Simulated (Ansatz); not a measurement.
# W (W, beta-Sn type): the cost of one run

Computed with Ansatz 0.2.0 (DFT r2SCAN, plane waves (500 eV) with PAW, scalar-relativistic; the PAW data stem from PBE, with regenerated cores, unless a step says otherwise).

## Step 1: The starting structure

It takes space group I4_1/amd (No. 141, tetragonal). Conventional cell: a = 4.958 Å, b = 4.958 Å, c = 2.707 Å, α = 90.00°, β = 90.00°, γ = 90.00°. Around W (site symmetry -4m2) lie 6 W at 2.57 to 2.71 Å.

Structure file:

```
CELL_PARAMETERS angstrom
-2.47918 2.47918 1.35363
2.47918 -2.47918 1.35363
2.47918 2.47918 -1.35363
ATOMIC_POSITIONS crystal
W 0.00000 0.00000 0.00000
W 0.75000 0.25000 0.50000
```

## Step 2: Relaxation of the cell

Contents of input.yaml:

```yaml
crystal:
  lattice:
    - [-2.4791836024, 2.4791836024, 1.3536342469]
    - [2.4791836024, -2.4791836024, 1.3536342469]
    - [2.4791836024, 2.4791836024, -1.3536342469]
  atoms:
    - { symbol: W, position: [0.0, 0.0, 0.0] }
    - { symbol: W, position: [0.75, 0.25, 0.5] }
hamiltonian:
  xc: r2scan
  pseudopotentials:
    kind: paw
    azcp:
      W: "pseudopotentials/W.paw.azcp"
basis:
  ecutwfc: 500
  fft_grid_basis: typed
kpoints:
  mp_grid: { grid: [13, 13, 9], shift: [0, 0, 0] }
magnetization:
  spin_polarized: false
scf:
  occupations: { method: fermi_dirac, width: 0.1 }
relax:
  max_steps: 60
  f_tol: 0.01
  cell: {}
```

The run is started by

```
ansatz run input.yaml --threads 1 --pin off --max-ram 3584MiB --backend cpu --events-out ev --progress --plain --runs-dir out
```

What time and memory should one allow on 1 thread of Intel Xeon Platinum 8259CL at 2.50GHz (Skylake/Cascade Lake), shared host?

About 8.8 min, with a peak of 0.84 GiB.
